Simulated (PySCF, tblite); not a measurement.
# C₅H₉NO₂+ (doublet): geometry, infrared bands and EPR parameters

Wanted: the infrared bands and EPR parameters of C₅H₉NO₂+ (doublet) (`CO[C@@H]1C[C@H]1C(N)=[O+]`), by calculation.

Computed with tblite 0.8.0 and PySCF 2.14.0, with density-fitted response routines of our own, on a single molecule in the gas phase. Atoms count from 0, in the outputs and in this text.

## (1) The molecule as given

17 atoms, charge 1, multiplicity 2; geometry from: force field or distance geometry start.

Bonds of the start (Å): C0–O1 1.43, O1–C2 1.43, C2–C3 1.51, C3–C4 1.50, C4–C5 1.47, C5–N6 1.36, C5–O7 1.23, C4–C2 1.51, C0–H8 1.09, C0–H9 1.10, C0–H10 1.10, C2–H11 1.09, C3–H12 1.10, C3–H13 1.08, C4–H14 1.09, N6–H15 1.00, N6–H16 1.01.

## (2) Relaxing the molecule with GFN2-xTB

Job settings and geometry (Å):

```
{"job": {"kind": "relax", "xc": "GFN2-xTB", "basis": "xTB"}, "charge": 1, "multiplicity": 2}
C      2.705900     0.073400     0.648200
O      1.848100    -0.791400    -0.102600
C      0.484800    -0.719200     0.331100
C     -0.514800    -1.276700    -0.655600
C     -0.410200     0.209100    -0.463200
C     -1.466400     0.970300     0.229600
N     -2.701200     0.881700    -0.321500
O     -1.212200     1.650000     1.225600
H      3.722200    -0.026700     0.269900
H      2.682900    -0.199200     1.712600
H      2.371300     1.112500     0.524000
H      0.251900    -0.857600     1.384900
H     -1.376500    -1.802100    -0.225900
H     -0.123900    -1.716800    -1.565600
H      0.079100     0.782000    -1.255500
H     -2.893300     0.330200    -1.131000
H     -3.454800     1.392400     0.124500
```

Started as:

```console
$ OMP_NUM_THREADS=1 python probes_run.py task.json out
```

This one command runs all jobs of the session in turn.

**Question.** This job is followed by: GFN2-xTB harmonic vibrations, gas phase; UKS B3LYP, pcH-1 on C H N O, non-relativistic, mean-field spin-orbit, GIAO. Predict these results of the whole session: strongest single infrared mode (GFN2-xTB); zero-point energy (GFN2-xTB); g(iso) (B3LYP); ⟨S²⟩; largest a(iso) (averaged by class).

The runs gave:

| quantity | value |
| --- | --- |
| strongest single infrared mode (GFN2-xTB) | 1740 cm⁻¹, 357 km/mol |
| zero-point energy (GFN2-xTB) | 84.0 kcal/mol |
| g(iso) (B3LYP) | 2.00623 |
| ⟨S²⟩ | 0.754 (exact 0.75) |
| largest a(iso) (averaged by class) | 1H on H8, H9, H10, 55.6 MHz |

In words: The optimisation took 126 steps and gained 0.591 eV; among the close pairs (by a distance rule), O1–C2 changed most, from 1.432 to 1.341 Å. No mode is imaginary among the 45: a minimum at this level. The strongest single mode, at 1740 cm⁻¹, moves mainly C5 and O7. Unscaled tight-binding wavenumbers are off by several per cent, some by more. Its intensities can rank the bands wrongly. The largest share of the spin, 0.38 e, sits on O1. The isotropic g lies 3.9 ppt above the free-electron value.
